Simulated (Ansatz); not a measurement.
# Ta3AsAu2O13 (P1) in Ansatz: notebook

One crystal, Ta3AsAu2O13, is run at these levels: PBE+U; tasks: projected density of states.

Program: Ansatz 0.2.0. These are calculated values, not measurements. Logs are shortened: lines on timing, memory, paths and dates and some standing lists are left out, and cuts for length are marked.

### 1 Starting point

The typed cell holds 19 atoms: a = 5.724 Å, b = 6.389 Å, c = 8.473 Å, α = 80.92°, β = 88.19°, γ = 78.31°.

The cell was built by a generator and needn't be a form met in nature.

### 2 Projected density of states, PBE+U

The input, input:

```
crystal:
  lattice:
    - [5.72385, -0.00745, -0.00403]
    - [1.30279, 6.25499, 0.00561]
    - [0.27574, 1.30074, 8.36754]
  atoms:
    - { symbol: Ta, position: [0.21713, 0.30521, 0.58431] }
    - { symbol: Ta, position: [0.03325, 0.11123, 0.99855] }
    - { symbol: Ta, position: [0.58248, 0.62145, 0.50482] }
    - { symbol: As, position: [0.58707, 0.89691, 0.83049] }
    - { symbol: Au, position: [0.58004, 0.09228, 0.18613] }
    - { symbol: Au, position: [0.04485, 0.82077, 0.44682] }
    - { symbol: O, position: [0.66201, 0.69726, 0.71088] }
    - { symbol: O, position: [0.51632, 0.13418, 0.69625] }
    - { symbol: O, position: [0.85098, 0.88773, 0.91932] }
    - { symbol: O, position: [0.34466, 0.87003, 0.94651] }
    - { symbol: O, position: [0.73015, 0.2924, 0.03095] }
    - { symbol: O, position: [0.24622, 0.21809, 0.11075] }
    - { symbol: O, position: [0.129, 0.09398, 0.49104] }
    - { symbol: O, position: [0.48032, 0.38887, 0.43499] }
    - { symbol: O, position: [0.05966, 0.26685, 0.78594] }
    - { symbol: O, position: [0.9333, 0.5324, 0.45645] }
    - { symbol: O, position: [0.49975, 0.85161, 0.34971] }
    - { symbol: O, position: [0.25256, 0.62988, 0.62473] }
    - { symbol: O, position: [0.91878, 0.95175, 0.22636] }
hamiltonian:
  xc: pbe
  pseudopotentials: { kind: paw }
  hubbard:
    sites:
      - { species: Au, l: d, u_eff: 4.0 }
      - { species: Ta, l: d, u_eff: 4.0 }
kpoints:
  mp_grid: { grid: [5, 5, 4] }
scf:
  occupations: { method: fermi_dirac, width: 0.05 }
  n_extra_bands: 47
output:
  forces: true
  stress: true
  eigenvalues: true
  dos: { projected: true, de: 0.05, nscf_kmesh: { grid: [8, 8, 6] } }
```

Potentials or basis: Ansatz PAW.

The program printed:

```text
Ta: projections on atomic orbitals take those of the free atom [Kr 4d10 4f14] 5s2 5p6 5d3 6s2, of charge +0.00 (hamiltonian.pseudopotentials.projection_atoms); the dataset's partial waves leave at most 6.0e-5 of an orbital's norm unspanned inside its sphere
As: projections on atomic orbitals take those of the free atom [Ar] 3d10 4s2 4p3, of charge +0.00 (hamiltonian.pseudopotentials.projection_atoms); the dataset's partial waves leave at most 1.7e-6 of an orbital's norm unspanned inside its sphere
Au: projections on atomic orbitals take those of the free atom [Kr 4d10 4f14] 5s2 5p6 5d10 6s1, of charge +0.00 (hamiltonian.pseudopotentials.projection_atoms); the dataset's partial waves leave at most 9.9e-5 of an orbital's norm unspanned inside its sphere
O: projections on atomic orbitals take those of the free atom [He] 2s2 2p4, of charge +0.00 (hamiltonian.pseudopotentials.projection_atoms); the dataset's partial waves leave at most 1.9e-8 of an orbital's norm unspanned inside its sphere
scf.n_extra_bands = 47 over 85 filled bands (N_el = 170.0): the run solves 132 bands
GPUs: using 1 of 1 available (devices: 1).
Engine: ansatz 0.2.0, x86_64-unknown-linux-gnu
Pseudopotentials: kind: paw
Pseudopotential: Ta, paw, valence charge 13, recommended cutoff 420 eV (normal), Ta.paw.azcp
Pseudopotential: As, paw, valence charge 15, recommended cutoff 420 eV (normal), As.paw.azcp
Pseudopotential: Au, paw, valence charge 19, recommended cutoff 420 eV (normal), Au.paw.azcp
Pseudopotential: O, paw, valence charge 6, recommended cutoff 420 eV (normal), O.paw.azcp
Functional definition: PBE
  parameter kappa = 0.804
  parameter beta = 0.06672455060314922
  exchange = pbe_x(kappa = kappa, mu = beta*pi^2/3)
  correlation = pbe_c(beta = beta)
device memory: the entry about to start is reckoned to put 5.7 GiB on a device that reports 65.6 GiB free (of which the cap on the GPU budget leaves the run 18.0 GiB)
GPU FFT provider: cuFFT
GPU libraries: cuBLAS 13.8.2, cuFFT 12.4.0, cuSOLVER 12.3.4
Crystal: 19 atoms, lattice volume = 299.619 Å³
Basis set: ecut = 420 eV, 5853 PW (Γ), exchange–correlation on 80×90×120 points (8 copies of the dense FFT grid, shifted against one another)
Bands: 132, of which v1, the nominal top of the filled ones, is band 85 counted from 1 (84 counted from 0)
Symmetry: 1 space group operations
Space group: P1 (ITA 1), of the structure as read, at distance tolerance 6.7e-5 Å
k-points: 51 of 100 (time reversal used)
Non-local potential: Ta, projectors of the file, l = 0: 3, l = 1: 2, l = 2: 2, l = 3: 1
Non-local potential: As, projectors of the file, l = 0: 2, l = 1: 2, l = 2: 3, l = 3: 1
[... 34 lines left out ...]
E sigma→0 (E₀):  -68313.078970 eV
Entropy (-TS):   -0.000001 eV (-0.000 meV/atom)
Fermi energy:    6.305786 eV
--- Per-component energies (eV) ---
  E_band       = -2318.764467
  E_kinetic    = 4657.241592
  E_local      = -19514.788159  (includes V_loc(G=0)·N_el)
  E_nonlocal   = 151.785835
  E_hartree    = 8078.800022
  E_xc         = -2135.459807
  E_vxc        = -2446.476171  (∫ρ·V_xc dr)
  E_hubbard    = 14.290773  (on-site DFT+U / exact-exchange correction)
  E_vhub       = -24.208623  (the Hubbard potential's part of the band-sum identity)
  E_paw        = -48497.207354  (= ΣΔE_a)
  E_vpaw       = -1299.956867  (= ΣTr[D̂ρ^β])
  E_aug_tail   = 0.035836  (compensation charges beyond the density's cutoff)
  E_ewald      = -11067.777708
  E_smearing   = -0.000001  (= −TS)
  E_closure    = -0.000000  (closes the sum)
  Σ components = -68313.078970   (vs F -68313.078970, Δ=0.00e0)
--- Forces (eV/Å), atoms counted from 1 ---
  atom   1  Ta    -0.11965397    -0.02834454    -0.01921875
  atom   2  Ta     0.19434918    -0.02952974     0.05316481
  atom   3  Ta     0.01009376    -0.01883624    -0.05228938
  atom   4  As    -0.01656836    -0.00180209    -0.01975345
  atom   5  Au    -0.07509990     0.07839977     0.05275389
  atom   6  Au     0.02942306     0.08131073    -0.00172540
[... 11 lines left out ...]
  atom  18  O      0.09383120    -0.08149738     0.07978429
  atom  19  O      0.13925419    -0.05743250    -0.17165613
  max |Σ_I F_I| component: 7.61e-5 eV/Å
--- Stress (GPa, compression-positive) ---
        1.982177       0.178553       0.060376
        0.178553       1.279731      -0.311320
        0.060376      -0.311320       1.060943
  P = ⅓ Tr σ = 1.4410 GPa (14.410 kbar)
--- Band table (eV; the first three rows and the last of 51) ---
  k-point 0: bands = ["-99.6290", "-99.1344", "-62.9877", "-62.9655", "-62.6506", "-51.3281", "-51.2967", "-50.8788", "-50.8257", "-50.5360", "-49.9649", "-30.7075", "-30.6809", "-30.6485", "-30.5969", "-30.5754", "-29.7514", "-29.6454", "-29.5304", "-29.4819", "-29.4759", "-29.4047", "-29.2444", "-29.1390", "-29.0819", "-13.9921", "-12.7228", "-12.1946", "-12.0925", "-11.8418", "-11.7123", "-11.6518", "-11.5585", "-11.3141", "-11.2237", "-10.8704", "-10.8144", "-10.6157", "-3.4492", "-1.4044", "-1.2291", "-1.0854", "-0.7838", "-0.6902", "-0.4046", "-0.2579", "-0.1699", "0.1027", "0.1093", "0.3599", "0.4458", "0.7718", "0.8001", "1.1169", "1.2723", "1.4949", "1.8511", "1.9735", "2.0999", "2.2516", "2.3321", "2.5820", "2.6596", "2.7302", "3.0160", "3.1883", "3.2413", "3.3466", "3.4628", "3.6064", "3.6747", "3.8914", "4.0776", "4.1325", "4.3047", "4.3659", "4.4428", "4.5323", "4.5991", "4.6819", "4.7727", "4.9272", "4.9885", "5.3710", "5.5416", "7.1812", "8.1699", "8.8556", "9.6905", "9.8183", "10.0708", "10.1336", "10.2568", "10.6276", "10.7423", "11.0396", "11.3083", "11.7295", "11.8562", "12.3360", "12.5774", "13.1620", "13.4817", "13.5344", "13.9730", "14.1612", "14.4706", "14.5922", "14.8466", "15.2484", "15.6042", "15.7386", "15.8880", "16.0640", "16.5750", "16.8159", "17.2115", "17.4208", "17.7509", "18.1432", "18.2648", "18.5428", "18.6742", "19.2014", "19.2972", "19.4827", "19.5993", "19.8967", "20.1519", "20.7659", "20.9940", "21.0707"]
  k-point 1: bands = ["-99.6290", "-99.1344", "-62.9877", "-62.9655", "-62.6506", "-51.3281", "-51.2967", "-50.8788", "-50.8257", "-50.5360", "-49.9649", "-30.7075", "-30.6809", "-30.6485", "-30.5969", "-30.5754", "-29.7514", "-29.6454", "-29.5304", "-29.4819", "-29.4759", "-29.4047", "-29.2444", "-29.1390", "-29.0819", "-13.9896", "-12.7356", "-12.2007", "-12.0619", "-11.8403", "-11.7184", "-11.6566", "-11.5876", "-11.2836", "-11.2225", "-10.8694", "-10.8233", "-10.6154", "-3.4455", "-1.4093", "-1.2400", "-1.0899", "-0.7695", "-0.6881", "-0.4358", "-0.2769", "-0.1471", "0.0790", "0.1309", "0.3806", "0.4759", "0.7396", "0.8527", "1.1268", "1.2674", "1.4866", "1.7854", "1.9410", "2.1158", "2.2416", "2.4132", "2.5401", "2.6506", "2.7553", "2.9672", "3.0909", "3.3489", "3.4454", "3.4842", "3.5926", "3.6859", "3.8921", "4.0707", "4.1148", "4.2685", "4.3407", "4.4467", "4.5189", "4.5590", "4.7299", "4.8035", "4.9042", "5.0034", "5.3338", "5.5391", "7.1728", "8.1826", "8.9087", "9.6467", "9.7863", "10.1104", "10.1495", "10.2491", "10.6498", "10.7748", "11.0645", "11.3177", "11.6769", "11.8281", "12.3409", "12.6020", "13.0540", "13.4572", "13.5337", "13.8276", "14.2556", "14.3056", "14.7452", "14.9585", "15.1891", "15.5822", "15.7299", "15.9096", "16.2934", "16.6403", "16.8299", "17.3077", "17.3946", "17.8480", "18.0106", "18.2519", "18.5778", "18.6572", "18.9877", "19.2034", "19.4422", "19.6603", "19.8824", "20.2807", "20.7443", "20.8803", "21.0488"]
  k-point 2: bands = ["-99.6290", "-99.1344", "-62.9877", "-62.9655", "-62.6507", "-51.3281", "-51.2967", "-50.8788", "-50.8257", "-50.5360", "-49.9649", "-30.7075", "-30.6809", "-30.6485", "-30.5969", "-30.5754", "-29.7514", "-29.6454", "-29.5304", "-29.4819", "-29.4759", "-29.4047", "-29.2444", "-29.1390", "-29.0819", "-13.9872", "-12.7479", "-12.2045", "-12.0310", "-11.8402", "-11.7212", "-11.6766", "-11.6008", "-11.2600", "-11.2196", "-10.8672", "-10.8336", "-10.6152", "-3.4418", "-1.4149", "-1.2503", "-1.0933", "-0.7524", "-0.6912", "-0.4596", "-0.2943", "-0.1307", "0.0952", "0.1095", "0.3956", "0.5158", "0.7107", "0.9145", "1.1328", "1.2649", "1.4328", "1.8211", "1.8565", "2.1087", "2.2713", "2.4436", "2.5176", "2.6675", "2.8056", "2.8553", "3.0687", "3.3676", "3.4970", "3.5207", "3.6429", "3.7279", "3.8883", "4.0196", "4.1180", "4.2636", "4.3143", "4.3507", "4.5336", "4.5651", "4.7869", "4.8026", "4.9065", "5.0078", "5.2854", "5.5402", "7.1643", "8.1943", "8.9670", "9.6163", "9.7374", "10.1097", "10.1761", "10.2817", "10.6316", "10.8812", "11.0871", "11.2691", "11.6623", "11.7715", "12.3612", "12.6225", "12.9537", "13.3261", "13.5865", "13.7889", "14.1667", "14.4929", "14.7038", "14.8751", "15.3472", "15.5032", "15.7937", "15.8826", "16.4628", "16.7471", "16.8885", "17.3840", "17.4095", "17.7219", "18.0842", "18.2019", "18.5579", "18.6157", "18.8169", "19.1163", "19.6350", "19.7719", "19.9415", "20.1456", "20.3208", "20.9566", "21.1029"]
  k-point 50: bands = ["-99.6292", "-99.1342", "-62.9870", "-62.9651", "-62.6506", "-51.3284", "-51.2967", "-50.8789", "-50.8258", "-50.5359", "-49.9650", "-30.7075", "-30.6808", "-30.6485", "-30.5969", "-30.5754", "-29.7543", "-29.6395", "-29.5301", "-29.5067", "-29.4547", "-29.4065", "-29.2444", "-29.1387", "-29.0822", "-13.9292", "-12.5446", "-12.1594", "-12.1002", "-11.9614", "-11.8096", "-11.7244", "-11.5934", "-11.3124", "-11.2191", "-10.8649", "-10.8013", "-10.6635", "-3.3091", "-1.4625", "-1.1678", "-1.0451", "-0.7747", "-0.6473", "-0.4541", "-0.3011", "-0.1453", "0.1191", "0.1951", "0.3767", "0.5172", "0.6295", "0.8595", "1.1133", "1.4601", "1.5600", "1.8437", "1.9556", "2.0900", "2.1595", "2.2743", "2.4857", "2.5898", "2.8596", "3.0102", "3.0662", "3.1954", "3.2684", "3.4582", "3.5504", "3.7299", "3.8898", "4.0008", "4.1312", "4.2111", "4.3364", "4.3792", "4.4683", "4.5558", "4.6735", "4.8437", "4.9614", "4.9977", "5.3179", "5.5164", "7.1611", "7.9857", "9.4800", "9.6438", "9.9178", "10.0953", "10.2910", "10.3766", "10.6348", "10.9851", "11.0660", "11.4319", "11.5385", "11.8996", "12.3570", "12.6387", "12.9354", "13.2845", "13.4992", "13.8015", "14.0671", "14.3075", "14.5902", "14.9756", "15.0908", "15.4358", "15.6100", "15.7585", "15.9649", "16.5248", "16.8676", "17.1675", "17.6086", "18.0771", "18.1997", "18.4292", "18.7000", "18.8670", "19.2948", "19.3741", "19.5950", "19.8435", "20.1105", "20.4008", "20.8263", "20.9440", "21.1098"]
Occupation matrices written to <dir>
```

Wall time 42 s (1 × NVIDIA H100 80GB HBM3 with 2 threads of AMD EPYC 7R13 (Zen 3), shared host); peak memory 3.7 GiB.

What came out:

```
Free energy            : -68313.0790 eV
Pressure               : 1.4 GPa
Largest force          : 0.228 eV/Å
Band gap on the k mesh : 1.46 eV, direct
```

Forces on the atoms (eV/Å):
```
Ta  -0.120 -0.028 -0.019
Ta   0.194 -0.030  0.053
Ta   0.010 -0.019 -0.052
As  -0.017 -0.002 -0.020
Au  -0.075  0.078  0.053
Au   0.029  0.081 -0.002
O    0.081  0.088  0.136
O    0.158 -0.082  0.092
O   -0.105 -0.051 -0.025
O    0.118 -0.095 -0.044
O   -0.081  0.171 -0.116
O   -0.111  0.148  0.016
O   -0.024  0.061 -0.064
O   -0.051 -0.036  0.028
O   -0.061  0.059 -0.042
O   -0.031 -0.104 -0.036
O   -0.149 -0.099  0.134
O    0.094 -0.081  0.080
O    0.139 -0.057 -0.172
```

Stress tensor (GPa, compression positive):
```
 1.98  0.18  0.06
 0.18  1.28 -0.31
 0.06 -0.31  1.06
```

States per cell in windows of 1 eV (zero at the valence-band top; states under -8 eV left out):
```tsv
from (eV)	total	O 2p	Ta 5d	Au 5d	O 2s	As 4p	Au 6s
-8.0	0.73	0.30	0.03	0.37	0.01	0.00	0.02
-7.0	10.15	3.98	0.54	5.06	0.15	0.07	0.14
-6.0	13.12	5.25	0.77	5.91	0.25	0.65	0.04
-5.0	8.96	5.08	1.19	1.89	0.19	0.19	0.17
-4.0	12.82	8.90	1.62	1.34	0.25	0.09	0.27
-3.0	14.06	10.87	1.31	1.10	0.21	0.07	0.20
-2.0	18.22	15.62	0.87	1.02	0.18	0.09	0.10
-1.0	13.86	12.31	0.31	0.92	0.08	0.02	0.03
0.0	0.09	0.08	0.00	0.01	0.00	0.00	0.00
1.0	2.00	0.95	0.16	0.73	0.11	0.00	0.00
2.0	2.00	0.89	0.20	0.71	0.12	0.00	0.01
3.0	1.99	0.44	0.88	0.02	0.14	0.02	0.05
4.0	10.05	1.95	6.55	0.08	0.23	0.12	0.32
5.0	7.97	1.87	4.23	0.08	0.32	0.12	0.38
6.0	6.08	1.34	2.42	0.06	0.41	0.39	0.45
7.0	6.68	1.18	1.62	0.04	0.51	0.97	0.52
```

Eigenvalues of the final occupation matrices:
| site | spin | trace | eigenvalues |
| --- | --- | --- | --- |
| site 1 | 1 | 1.37 | 0.21 0.25 0.28 0.31 0.33 |
| site 2 | 1 | 1.36 | 0.19 0.26 0.27 0.32 0.33 |
| site 3 | 1 | 1.40 | 0.22 0.25 0.29 0.31 0.32 |
| site 4 | 1 | 4.52 | 0.59 0.96 0.99 0.99 0.99 |
| site 5 | 1 | 4.54 | 0.61 0.96 0.99 0.99 0.99 |

Caveat: odd divisions of the mesh miss points on the zone boundary, where band edges often lie, so the gap on the mesh can be too wide; the pressure holds a Pulay correction of +0.5 GPa for the finite cutoff; spin-orbit coupling is left out, which moves the levels of the heavy elements. A k mesh can miss the band edges.

(Continued in part 2 of 2.)
